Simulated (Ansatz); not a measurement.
From input file to script: Ga2Pt (distorted cell) in Ansatz 0.2.0.

```yaml
crystal:
  lattice:
    - [0.02325, 2.89305, 2.89055]
    - [3.00152, -0.03329, 2.94709]
    - [2.95108, 2.89915, 0.01715]
  atoms:
    - { symbol: Ga, position: [0.27967, 0.22207, 0.24036] }
    - { symbol: Ga, position: [0.76394, 0.75214, 0.75427] }
    - { symbol: Pt, position: [0.00562, 0.99748, 0.98697] }
basis:
  ecutwfc: 470.0
kpoints:
  mp_grid: { grid: [5, 5, 5] }
hamiltonian:
  xc: lda
scf:
  occupations: { method: methfessel_paxton }
output:
  bader: true
```

On the command line:
```console
$ ansatz run input.yaml --threads 1 --pin off --max-ram 3072MiB --backend cpu --events-out ev --progress --plain --runs-dir out
Engine: ansatz 0.2.0, aarch64-unknown-linux-gnu
Pseudopotentials: kind: paw
Pseudopotential: Ga, paw, valence charge 13, recommended cutoff 420 eV (normal), Ga.paw.azcp
Pseudopotential: Pt, paw, valence charge 18, recommended cutoff 420 eV (normal), Pt.paw.azcp
Functional definition: SPW92
  exchange = slater_x
  correlation = pw_c
Crystal: 3 atoms, lattice volume = 50.251 Å³
Basis set: ecut = 470 eV, 1183 PW (Γ)
Bands: 26, of which v1, the nominal top of the filled ones, is band 22 counted from 1 (21 counted from 0)
Symmetry: 1 space group operations
Space group: P1 (ITA 1), of the structure as read, at distance tolerance 3.7e-5 Å
k-points: 63 of 125 (time reversal used)
Non-local potential: Ga, projectors of the file, l = 0: 2, l = 1: 2, l = 2: 3, l = 3: 1
Non-local potential: Pt, projectors of the file, l = 0: 3, l = 1: 2, l = 2: 2, l = 3: 1
PAW form: soft (Blöchl's): semilocal exchange-correlation on the pseudo side does not see the compensation charge
PAW frozen core: Ga, regenerated for the run's functional, and the local potential with it (the file was generated under x = pbe(κ = 0.804, μ = 0.2195149727645171), c = pbe(β = 0.06672455060314922))
PAW frozen core: Pt, regenerated for the run's functional, and the local potential with it (the file was generated under x = pbe(κ = 0.804, μ = 0.2195149727645171), c = pbe(β = 0.06672455060314922))
PAW one-centre angular grid: Ga, 590 points (default); XC on 64 Gauss nodes
PAW one-centre angular grid: Pt, 590 points (default); XC on 64 Gauss nodes
Initial density: superposition of atomic densities (neutral atoms: chi_scale 0, normalization atom), corrected by the library's trained network
Initial wavefunctions: pseudopotential atomic-orbital guess
Functional: x = slater, c = lda
SCF iter   1: F=—  HF=-19660.595088 eV  |F-HF|=—  |Δ(HF+E_count)|=         —  Δρ=6.80e-3  dr2=9.67e-3  ethr=1.77e-3  ⟨swp⟩=5.2  Hψ=6178  notcnv=0
preconditioner: auto → LDOS  [metal: Δε(μ)=0.020 eV  Ē_g=14.340 eV  σ=0.100 eV  W_gap=0.16  n_scr=14 (ndim 8)  ℏωp=31.4 eV  f_vac=0.034  D(μ)=2.01/eV (n_scr^D=14)  β→1.0]
SCF iter   2: F=—  HF=-19660.596229 eV  |F-HF|=—  |Δ(HF+E_count)|=   1.14e-3  S|Δr|=    0.00e0  Δρ=3.52e-3  dr2=5.01e-3  ethr=2.20e-5  ⟨swp⟩=2.0  Hψ=3607  notcnv=0  defer=4
SCF iter   3: F=—  HF=-19660.592246 eV  |F-HF|=—  |Δ(HF+E_count)|=   3.98e-3  S|Δr|=    0.00e0  Δρ=1.41e-3  dr2=4.09e-4  ethr=1.14e-5  ⟨swp⟩=2.0  Hψ=2890  notcnv=0  defer=4
SCF iter   4: F=—  HF=-19660.591993 eV  |F-HF|=—  |Δ(HF+E_count)|=   2.53e-4  S|Δr|=    0.00e0  Δρ=2.84e-4  dr2=6.02e-5  ethr=9.29e-7  ⟨swp⟩=2.0  Hψ=2258  notcnv=0  defer=4
SCF iter   5: F=—  HF=-19660.591983 eV  |F-HF|=—  |Δ(HF+E_count)|=   1.01e-5  S|Δr|=    0.00e0  Δρ=1.02e-4  dr2=6.32e-6  ethr=1.37e-7  ⟨swp⟩=2.8  Hψ=2785  notcnv=0  defer=4
SCF iter   6: F=—  HF=-19660.591982 eV  |F-HF|=—  |Δ(HF+E_count)|=   1.03e-6  S|Δr|=    0.00e0  Δρ=2.55e-5  dr2=4.44e-7  ethr=1.44e-8  ⟨swp⟩=2.2  Hψ=2240  notcnv=0  defer=4
SCF iter   7: F=-19660.591982 eV  HF=-19660.591982 eV  |F-HF|=7.38e-9  |Δ(HF+E_count)|=   8.66e-8  S|Δr|=    0.00e0  Δρ=5.73e-6  dr2=1.46e-8  ethr=2.27e-10  ⟨swp⟩=3.0  Hψ=4313  notcnv=0
SCF 1 converged in 7 iterations: F = -19660.591982 eV  dr2 = 1.46e-8
  greatest PAW one-centre occupation: 1.000 electrons in one spin orbital (limit 2), on the Pt atom at site 2 (counted from 0), in its partial waves of l = 0
SCF converged after 7 iterations
Stability not checked: this state was not tested for a lower state beside it, because cold or Methfessel-Paxton smearing, or corrected tetrahedra, fill the levels in a way that the test cannot read (fill_not_monotonic; see scf.lower_state_search)
Free energy (F): -19660.591982 eV
Harris-Foulkes:  -19660.591982 eV  (|F-HF|=7.38e-9)
Internal energy: -19660.590434 eV  (E = F + TS)
E sigma→0 (E₀):  -19660.591595 eV
Entropy (-TS):   -0.001548 eV (-0.516 meV/atom)
Fermi energy:    14.060653 eV
Step filling:    the computed levels leave a gap of 0.0222 eV = 0.2 smearing widths at the electron count; against every level under it full and every level over it empty, smearing changes F+E_penalty+E_count by -0.276 meV and its σ→0 estimate by +0.111 meV
--- Per-component energies (eV) ---
  E_band       = -271.573991
  E_kinetic    = 876.310590
  E_local      = -5535.647475  (includes V_loc(G=0)·N_el)
  E_nonlocal   = 1059.661102
  E_hartree    = 2438.331065
  E_xc         = -400.970709
  E_vxc        = -423.762945  (∫ρ·V_xc dr)
  E_paw        = -13004.210159  (= ΣΔE_a)
  E_vpaw       = -1124.798664  (= ΣTr[D̂ρ^β])
  E_aug_tail   = 0.000015  (compensation charges beyond the density's cutoff)
  E_ewald      = -5097.985693
  E_core_change = 3.920829  (= ΣΔE_core)
  E_smearing   = -0.001548  (= −TS)
  E_closure    = -0.000000  (closes the sum)
  Σ components = -19660.591982   (vs F -19660.591982, Δ=0.00e0)
--- Bader charges: 3 sites ---
  site symbol  charge [e]  shift [e]
     0     Ga      0.6334     0.0002
     1     Ga      0.6309     0.0001
     2     Pt     -1.2643     0.0003
  estimated error of the sums over rays = 3.2e-4 e
```

The script, `scf.py`:
```python
'''Single point of Ga2Pt with displaced atoms.'''

import warnings

import ansatz
from pymatgen.core import Structure


def main() -> None:
    warnings.simplefilter('ignore', ansatz.DeckWarning)

    system = (
        ansatz.Lattice.of((0.02325, 2.89305, 2.89055), (3.00152, -0.03329, 2.94709), (2.95108, 2.89915, 0.01715))
        .atom('Ga', (0.27967, 0.22207, 0.24036))
        .atom('Ga', (0.76394, 0.75214, 0.75427))
        .atom('Pt', (0.00562, 0.99748, 0.98697))
    )

    # the calculation
    job = (
        system.calculation()
        .functional('lda')
        .basis(470)
        .kpoints(5)
        .occupations('methfessel_paxton')
        .bader_charges()
    )
    res = job.run(threads=1, pin='off')
    r = res.report

    print('%-22s %14.5f eV' % ('F = E - TS', r['free_energy_ev']))
    print('%-22s %14.5f eV' % ('E', r['internal_energy_ev']))
    print('%-22s %14.5f eV' % ('Harris-Foulkes', r['harris_foulkes_ev']))
    print('%-22s %14.5f eV' % ('Fermi level', r['fermi_energy_ev']))

    charges = res.bader_charges()
    for atom in charges.atoms:
        print(f'Bader charge {atom.symbol:2s} {atom.partial_charge_e:+.3f} e')

    final = Structure(res.lattice.cell_ang, [s.symbol for s in res.lattice.sites], [s.position_frac for s in res.lattice.sites])
    # count neighbours out to a fixed multiple of the shortest distance
    for index, (site, neighbours) in enumerate(zip(final, final.get_all_neighbors(5.5))):
        first = min(n.nn_distance for n in neighbours)
        shell = [n for n in neighbours if n.nn_distance < 1.1 * first]
        mean = sum(n.nn_distance for n in shell) / len(shell)
        print(f'atom {index} {site.specie.symbol}: {len(shell)} neighbours within 1.1 of the shortest distance, mean {mean:.3f} A')

    used = r['setup']
    print('cutoffs (eV):', used['ecut_ev'], used['ecutrho_ev'], ' FFT grid:', used['fft_dense'])
    print('cell volume {:.3f} A^3, {} symmetry operations'.format(used['cell_volume_ang3'], used['n_sym_ops']))


if __name__ == '__main__':
    main()
```

`python scf.py` gives:
```text
F = E - TS               -19660.59198 eV
E                        -19660.59043 eV
Harris-Foulkes           -19660.59198 eV
Fermi level                  14.06065 eV
Bader charge Ga +0.633 e
Bader charge Ga +0.631 e
Bader charge Pt -1.264 e
atom 0 Ga: 4 neighbours within 1.1 of the shortest distance, mean 2.538 A
atom 1 Ga: 4 neighbours within 1.1 of the shortest distance, mean 2.539 A
atom 2 Pt: 8 neighbours within 1.1 of the shortest distance, mean 2.538 A
cutoffs (eV): 470.0 1880.0  FFT grid: [30, 30, 30]
cell volume 50.251 A^3, 1 symmetry operations
```

Total energies depend on the potentials; only differences at equal settings carry meaning. A total without «per atom» is that of the cell as typed. No spin polarisation was allowed. The mesh is modest for a metal, so energies can be off by several to tens of meV an atom and pressures by half a GPa or more; differences at equal mesh fare better. Only differences from the Fermi energy are physical; the zero of the scale is a convention. Spin-orbit coupling, which matters for elements this heavy, is left out. The cell is a database structure, distorted on purpose. Run time: 48 s on 1 thread of Arm Neoverse V1 (shared host), peak memory 0.45 GiB.

(Lines on the test bed's own set-up are left out of the output.)
